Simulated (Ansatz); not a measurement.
**C7H5FO: ionisation energy by level of theory**

One table from this session's results is given with a row withheld; the runs are named, their logs left out.

Computed with Ansatz 0.2.0, Gaussian basis. Level: unrestricted cation, the program's frozen cores in correlated methods.

Levels to be run: UKS PBE-D4/def2-TZVPP; UKS r2SCAN-D4/def2-TZVPP; UKS PBE0-D4/def2-TZVPP; UKS B3LYP-D4/def2-TZVPP; UKS wB97X-V/def2-TZVPP; UKS wB97M-V/def2-TZVPP; UKS B2PLYP/def2-TZVPP; UHF-CCSD(T)/def2-TZVPP; UHF-MP2/def2-QZVPP; extrapolation to the limit; then −ε(HOMO) from the neutral's earlier runs with LDA (SPW92), PBE-D4, revPBE-D4, BLYP-D4, r2SCAN-D4, B97M-V, PBE0-D4, B3LYP-D4, r2SCANh-D4, r2SCAN0-D4, HSE06-D4, BHLYP-D4, CAM-B3LYP-D4, LC-ωPBE, ωB97X-V, ωB97M-V.

## Structure used throughout

An earlier PBE0-D4 in a triple-zeta def2 set relaxation fixed the geometry.

SMILES `O=C(F)c1ccccc1`, 14 atoms, charge 0, spin multiplicity 1.

Atoms are counted from 1 here; the program's logs count them from 0.

Bond lengths: O1–C2 1.184 Å, C2–F3 1.349 Å, C2–C4 1.471 Å, C4–C5 1.393 Å, C4–C9 1.392 Å, C5–C6 1.382 Å, C5–H10 1.083 Å, C6–C7 1.389 Å, C6–H11 1.083 Å, C7–C8 1.388 Å, C7–H12 1.084 Å, C8–C9 1.384 Å, C8–H13 1.083 Å, C9–H14 1.082 Å. Angles: O1–C2–F3 119.9°, O1–C2–C4 127.8°, F3–C2–C4 112.3°, C2–C4–C5 117.8°, C2–C4–C9 122.0°, C5–C4–C9 120.3°, C4–C5–C6 119.8°, C4–C5–H10 118.8°, C6–C5–H10 121.3°, C5–C6–C7 119.9°, C5–C6–H11 120.0°, C7–C6–H11 120.1°, C6–C7–C8 120.3°, C6–C7–H12 119.8°, C8–C7–H12 119.8°, C7–C8–C9 120.0°, C7–C8–H13 120.1°, C9–C8–H13 119.9° and more.

The first run:

File in.yaml:

```yaml
crystal:
  periodic: [false, false, false]
  atoms:
    - {symbol: O, position_ang: [2.816227, -1.406333, -0.498531]}
    - {symbol: C, position_ang: [1.843691, -1.412978, 0.175893]}
    - {symbol: F, position_ang: [1.723955, -2.311436, 1.175005]}
    - {symbol: C, position_ang: [0.672555, -0.527946, 0.076794]}
    - {symbol: C, position_ang: [0.675309, 0.442754, -0.922405]}
    - {symbol: C, position_ang: [-0.403320, 1.297095, -1.053824]}
    - {symbol: C, position_ang: [-1.484920, 1.184920, -0.189537]}
    - {symbol: C, position_ang: [-1.488784, 0.218665, 0.806273]}
    - {symbol: C, position_ang: [-0.411577, -0.640268, 0.942720]}
    - {symbol: H, position_ang: [1.530744, 0.509774, -1.583363]}
    - {symbol: H, position_ang: [-0.403715, 2.052723, -1.830241]}
    - {symbol: H, position_ang: [-2.330328, 1.855489, -0.293424]}
    - {symbol: H, position_ang: [-2.334258, 0.134548, 1.478543]}
    - {symbol: H, position_ang: [-0.405559, -1.396998, 1.716076]}
basis:
  gaussian: {orbitals: def2-TZVPP}
total_charge: 1
magnetization: {spin_polarized: true, initial_magnetization: 1}
hamiltonian: {xc: pbe, dispersion: d4}
```

Command:

```sh
> ansatz run in.yaml --threads 2 --pin off --events-out ev --progress --plain --max-ram 32768MiB --backend cuda --devices 0, --max-vram 18GiB
```

Among the steps run: Cation, UKS PBE-D4/def2-TZVPP; Cation, UKS r2SCAN-D4/def2-TZVPP; Cation, UKS PBE0-D4/def2-TZVPP; Cation, UKS B3LYP-D4/def2-TZVPP; Cation, UKS wB97X-V/def2-TZVPP; Cation, UKS wB97M-V/def2-TZVPP; Cation, UKS B2PLYP (frozen core)/def2-TZVPP; Cation, UHF-CCSD(T)/def2-TZVPP; Cation, UHF-MP2/def2-QZVPP.

One of the session's tables, all rows but one given; the rest of the session is left out.

It belongs to the step «Ionisation energies side by side». For comparison, −ε(HOMO) of the neutral from earlier runs:

```
  functional  −ε(HOMO) (eV)
 LDA (SPW92)           7.21
      PBE-D4           6.97
   revPBE-D4           6.89
     BLYP-D4           6.78
   r2SCAN-D4           7.17
      B97M-V           7.10
     PBE0-D4           7.98
    B3LYP-D4           7.75
  r2SCANh-D4           7.55
  r2SCAN0-D4           8.12
    HSE06-D4           7.58
    BHLYP-D4           8.77
CAM-B3LYP-D4           9.19
     LC-ωPBE              ?
     ωB97X-V          10.13
     ωB97M-V          10.06
```

Estimate the missing values for LC-ωPBE.

As computed: −ε(HOMO) (eV): 10.49. In the column «−ε(HOMO) (eV)» it is the highest.
